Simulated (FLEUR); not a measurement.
# Pt in FLEUR: convergence with dVac added

Pt, a slab with vacuum:

```
Pt
1.0
     2.76889    0.00000    0.00000
     0.00000    2.76889    0.00000
     0.00000    0.00000   24.78950
Pt
6
Direct
  0.50000 0.50000 0.30255
  0.00000 0.00000 0.38153
  0.50000 0.50000 0.46051
  0.00000 0.00000 0.53949
  0.50000 0.50000 0.61847
  0.00000 0.00000 0.69745
```

| Quantity | Value |
| --- | --- |
| Program | FLEUR MaX-R8.1 (later development tree) |
| Task | convergence study |
| Functional | PBE |
| Potentials or basis | all-electron |
| Basis | FLAPW |
| Kmax | 4.15 1/bohr |
| k mesh | 7 × 7 × 1 |
| Occupations | fermi-dirac, width 0.05 eV |
| Spin | no spin polarisation |

These are the settings of the first run; the series varies dVac added, with any setting tied to it.

Hardware: 4 MPI ranks on Arm Neoverse V2 (shared host).

```csv
dVac added,"energy less the tightest run, at zero smearing (meV/atom)",largest force (eV/Å),SCF cycles,CPU time (s)
0.01,0.64,0.258,22,260
1,-0.10,0.276,22,280
2,-0.04,0.280,22,300
4,0.00,0.274,22,320
```

Against the tightest run, the energy stays within 1 meV/atom from 0.01 on. Not settled before the last step: the largest force (to 0.005 eV/Å). The tightest run that finished is the yardstick and may itself not be fully converged.

The run has no spin-orbit coupling, so splittings on Pt are missing.
